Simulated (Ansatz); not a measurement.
# Li2NO3: the cost of one run

Program: Ansatz 0.2.0. Level of theory: DFT PBEsol, scalar-relativistic, plane waves, PAW. These are calculated values, not measurements.

### 1 The structure to begin with

The structure is orthorhombic, space group Cmmm (No. 65). Conventional cell: a = 4.387 Å, b = 9.740 Å, c = 3.429 Å, α = 90.00°, β = 90.00°, γ = 90.00°. Li (site symmetry m2m) is surrounded by 5 O at 1.91 to 2.29 Å. Bi (site symmetry mmm) is surrounded by 6 O at 2.19 to 2.24 Å. O (site symmetry m2m) is surrounded by 3 Li at 1.91 to 2.20 Å and 2 Bi at 2.24 Å. O (site symmetry mmm) has 2 Bi at 2.19 Å and 4 Li at 2.29 Å as nearest neighbours.

Structure file:

```cif
data_structure
_symmetry_space_group_name_H-M 'P 1'
_symmetry_Int_Tables_number 1
_cell_length_a 5.3413
_cell_length_b 5.3413
_cell_length_c 3.4287
_cell_angle_alpha 90.000
_cell_angle_beta 90.000
_cell_angle_gamma 131.503
_cell_volume 73.26
loop_
_atom_site_label
_atom_site_type_symbol
_atom_site_fract_x
_atom_site_fract_y
_atom_site_fract_z
_atom_site_occupancy
Li1 Li 0.65626 0.34374 0.50000 1
Li2 Li 0.34374 0.65626 0.50000 1
Bi1 Bi 0.00000 0.00000 0.00000 1
O1 O 0.14783 0.85217 0.50000 1
O2 O 0.85217 0.14783 0.50000 1
O3 O 0.50000 0.50000 0.00000 1
```

The structure comes from the Materials Project (structure only).

### 2 Substitution of an element, cell strained: Bi → N, first probe

Against the listed cell: N takes all sites of Bi, and lengths are scaled by 0.923 as a first guess of the size; strain xx, yy, zz, yz, xz, xy = +0.4, +0.5, -2.6, +0.0, +0.0, +0.0 %; atoms moved by 0.15 Å root mean square, at most 0.23 Å.

Contents of input.yaml:

```yaml
crystal:
  lattice:
    - [2.0325772215, -4.5197114225, 0.0]
    - [2.0325772215, 4.5197114225, 0.0]
    - [0.0, 0.0, 3.084588125]
  atoms:
    - { symbol: Li, position: [0.6326416485, 0.3673583515, 0.5] }
    - { symbol: Li, position: [0.3673583515, 0.6326416485, 0.5] }
    - { symbol: "N", position: [0.0, 0.0, 0.0] }
    - { symbol: O, position: [0.1602261299, 0.8397738701, 0.5] }
    - { symbol: O, position: [0.8397738701, 0.1602261299, 0.5] }
    - { symbol: O, position: [0.5, 0.5, 0.0] }
basis:
  ecutwfc: 420
kpoints:
  mp_grid: { grid: [6, 6, 6] }
hamiltonian:
  xc: pbesol
scf:
  occupations: { method: gaussian, width: 0.1 }
output:
  forces: true
  stress: true
  eigenvalues: true
```

Started as:

```sh
$ ansatz run input.yaml --threads 1 --pin off --max-ram 1331MiB --backend cpu --events-out ev --progress --plain --runs-dir out
```

Q: Estimate wall time and peak memory on 1 thread of an x86-64 CPU, shared host.

About 4.4 s, with a peak of 0.38 GiB.
